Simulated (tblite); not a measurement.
# CH6B3FS2: the cost of one run

Computed with tblite 0.8.0 and PySCF 2.14.0, with density-fitted response routines of our own, on a single molecule in the gas phase. Atoms are numbered from 0 throughout.

## (1) The starting structure

13 atoms, charge 0, multiplicity 1; geometry from: force field or distance geometry start.

Bonds of the start (Å): B0–S1 1.89, S1–B2 1.87, B2–B3 1.67, B3–S4 1.90, S4–C5 1.82, C5–F6 1.38, B0–H7 1.19, B0–H8 1.18, B2–H9 1.18, B3–H10 1.17, C5–H11 1.11, C5–H12 1.10.

## (2) Relaxing the molecule with GFN2-xTB

What the job is given:

```
{"job": {"kind": "relax", "xc": "GFN2-xTB", "basis": "xTB"}, "charge": 0, "multiplicity": 1}
B      2.772700    -0.770900     0.192500
S      1.118200    -1.585200    -0.234400
B      0.592600    -0.150300    -1.306400
B     -0.291300     1.123900    -0.686500
S     -0.711200     1.177700     1.169600
C     -2.288900     0.284800     0.969900
F     -2.884800     0.164000     2.206000
H      2.850200    -0.050100     1.135800
H      3.715400    -0.960700    -0.486400
H      0.838600    -0.156000    -2.457500
H     -0.643800     1.992100    -1.387900
H     -2.967100     0.843600     0.298700
H     -2.105100    -0.727100     0.568900
```

Started as:

```console
$ OMP_NUM_THREADS=1 python probes_run.py task.json out
```

This one command runs all jobs of the session in turn.

Q: Estimate the wall time and peak memory of this first job on 1 thread of Arm Neoverse N1, shared host.

About 1.7 s, with a peak of 0.18 GiB.
